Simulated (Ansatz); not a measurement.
# FH₅OSi₂: small, medium and large basis sets

One table from this session's results is given with a row withheld; the runs are named, their logs left out.

The runs use Ansatz 0.2.0, Gaussian basis; one geometry, several basis sets.

Levels to be run: PBE0-D4/def2-SVP; ωB97M-V/def2-SVP; PBE0-D4/def2-QZVPP; ωB97M-V/def2-QZVPP; the functionals' def2-TZVPP values are taken from earlier runs.

### The relaxed structure

All runs share one geometry, relaxed beforehand with PBE0-D4 in a triple-zeta def2 set.

SMILES `F[SiH2]O[SiH3]`, 9 atoms, charge 0, spin multiplicity 1.

Atoms are counted from 1 here; the program's logs count them from 0.

Bond lengths: F1–Si2 1.594 Å, Si2–O3 1.616 Å, Si2–H5 1.476 Å, Si2–H6 1.480 Å, O3–Si4 1.641 Å, Si4–H7 1.482 Å, Si4–H8 1.483 Å, Si4–H9 1.486 Å. Angles: F1–Si2–O3 109.6°, F1–Si2–H5 107.7°, F1–Si2–H6 107.0°, O3–Si2–H5 108.7°, O3–Si2–H6 110.5°, H5–Si2–H6 113.2°, Si2–O3–Si4 148.9°, O3–Si4–H7 108.1°, O3–Si4–H8 109.6°, O3–Si4–H9 109.9°, H7–Si4–H8 109.9°, H7–Si4–H9 109.8°, H8–Si4–H9 109.6°.

The first run:

File in.yaml:

```yaml
crystal:
  periodic: [false, false, false]
  atoms:
    - {symbol: F, position_ang: [-1.694010, 1.210472, -1.272311]}
    - {symbol: Si, position_ang: [-0.171526, 1.320144, -0.812590]}
    - {symbol: O, position_ang: [0.351208, -0.127907, -0.321068]}
    - {symbol: Si, position_ang: [0.285426, -1.346999, 0.774861]}
    - {symbol: H, position_ang: [0.623240, 1.737269, -1.984482]}
    - {symbol: H, position_ang: [-0.123668, 2.293601, 0.301142]}
    - {symbol: H, position_ang: [1.618493, -1.992953, 0.825648]}
    - {symbol: H, position_ang: [-0.738781, -2.335121, 0.357421]}
    - {symbol: H, position_ang: [-0.061885, -0.805008, 2.114178]}
basis:
  gaussian: {orbitals: def2-SVP}
hamiltonian: {xc: pbe0, dispersion: d4}
output: {orbitals: {seedname: orbitals}}
```

Among the steps run: PBE0-D4 in def2-SVP; ωB97M-V in def2-SVP; PBE0-D4 in def2-QZVPP; ωB97M-V in def2-QZVPP.

One table of the session follows, with a row left open; its other results are not shown here.

It belongs to the step «Functionals by basis». 

```
functional       basis  HOMO (eV)  LUMO (eV)
   PBE0-D4    def2-SVP      -8.91       0.51
   PBE0-D4  def2-TZVPP      -9.01      -0.05
   PBE0-D4  def2-QZVPP      -9.02      -0.22
   ωB97M-V    def2-SVP     -11.15       2.43
   ωB97M-V  def2-TZVPP          ?          ?
   ωB97M-V  def2-QZVPP     -11.31       1.28
```

Q: Estimate the row for ωB97M-V, def2-TZVPP from the others.

As computed: HOMO (eV): -11.29; LUMO (eV): 1.65. In the column «HOMO (eV)» it lies between ωB97M-V, def2-QZVPP (-11.31) and ωB97M-V, def2-SVP (-11.15).
